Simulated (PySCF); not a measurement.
# C2H2BF3O: the cost of one run

The runs use PySCF 2.14.0, with density-fitted response routines of our own; the level of theory stands in each step. All values are computed, except where a source is named. Atoms count from 0, in the outputs and in this text.

## 1. The starting structure

9 atoms, charge 0, multiplicity 1; geometry from: GFN2-xTB. The atoms were then displaced at random by about 0.01 Å, so the start is not that level's minimum.

Bonds of the start (Å): F0–B1 1.30, B1–F2 1.30, B1–C3 1.53, C3–O4 1.45, O4–C5 1.35, C5–F6 1.34, C5–C3 1.51, C3–H7 1.09, C5–H8 1.10.

## 2. Optimising the geometry at PBE0-D3(BJ)/def2-SVP

The job: settings as JSON, then the geometry in Å.

```
{"job": {"xc": "PBE0", "basis": "def2-SVP", "d3": "d3bj", "grid": 1, "shake": 0.01, "kind": "geom"}, "charge": 0, "multiplicity": 1}
F      1.539990     1.393880     0.751710
B      1.417450     0.267510     0.120850
F      2.509920    -0.429170     0.044730
C      0.103980    -0.270220    -0.462290
O     -0.917850     0.648070    -0.929160
C     -1.227660    -0.009700     0.209910
F     -2.164320    -0.969300     0.118430
H      0.110810    -1.180060    -1.056800
H     -1.314500     0.531850     1.168900
```

The run is started by

```console
$ OMP_NUM_THREADS=1 python probes_run.py task.json out
```

This one command runs all jobs of the session in turn.

**Question.** How long does this first job take on 1 thread of Arm Neoverse V1, shared host, and how much memory does it need?

About 45 s, with a peak of 0.44 GiB.
